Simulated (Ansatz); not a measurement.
# Cl3H3Si2: the cost of one run

Computed with Ansatz 0.2.0, Gaussian basis. Level: the settings change from run to run.

## Step 1: The geometry

An earlier PBE0-D4 in a triple-zeta def2 set relaxation fixed the geometry.

SMILES `Cl[SiH2][SiH](Cl)Cl`, 8 atoms, charge 0, spin multiplicity 1.

Atoms are counted from 1 here; the program's logs count them from 0.

Bond lengths: Cl1–Si2 2.056 Å, Si2–Si3 2.338 Å, Si2–H6 1.484 Å, Si2–H7 1.482 Å, Si3–Cl4 2.047 Å, Si3–Cl5 2.052 Å, Si3–H8 1.480 Å. Angles: Cl1–Si2–Si3 108.2°, Cl1–Si2–H6 108.6°, Cl1–Si2–H7 109.1°, Si3–Si2–H6 110.6°, Si3–Si2–H7 110.0°, H6–Si2–H7 110.3°, Si2–Si3–Cl4 109.1°, Si2–Si3–Cl5 107.6°, Si2–Si3–H8 114.7°, Cl4–Si3–Cl5 109.8°, Cl4–Si3–H8 107.8°, Cl5–Si3–H8 107.9°.

## Step 2: B2PLYP/def2-SVP

Set apart from the defaults: multiplicity 3, high accuracy.

The input, in.yaml:

```yaml
crystal:
  periodic: [false, false, false]
  atoms:
    - {symbol: Cl, position_ang: [-0.458726, 0.128409, 2.609592]}
    - {symbol: Si, position_ang: [-0.094290, 0.920778, 0.747297]}
    - {symbol: Si, position_ang: [0.244634, -0.847419, -0.744068]}
    - {symbol: Cl, position_ang: [-1.463117, -1.970546, -0.847971]}
    - {symbol: Cl, position_ang: [0.656667, -0.037564, -2.583772]}
    - {symbol: H, position_ang: [1.114063, 1.777978, 0.825061]}
    - {symbol: H, position_ang: [-1.266758, 1.723236, 0.324478]}
    - {symbol: H, position_ang: [1.359629, -1.751973, -0.386418]}
basis:
  gaussian: {orbitals: def2-SVP}
magnetization: {spin_polarized: true, initial_magnetization: 2}
hamiltonian: {xc: {name: B2PLYP}}
accuracy: high
output: {forces: true}
```

Launch:

```console
$ ansatz run in.yaml --threads 4 --pin off --events-out ev --progress --plain --max-ram 10444MiB
```

**Question.** How long does this run take on 4 threads of INTEL XEON PLATINUM 8581C at 2.30GHz, shared host, and how much memory does it need?

About 16 s, with a peak of 0.97 GiB.
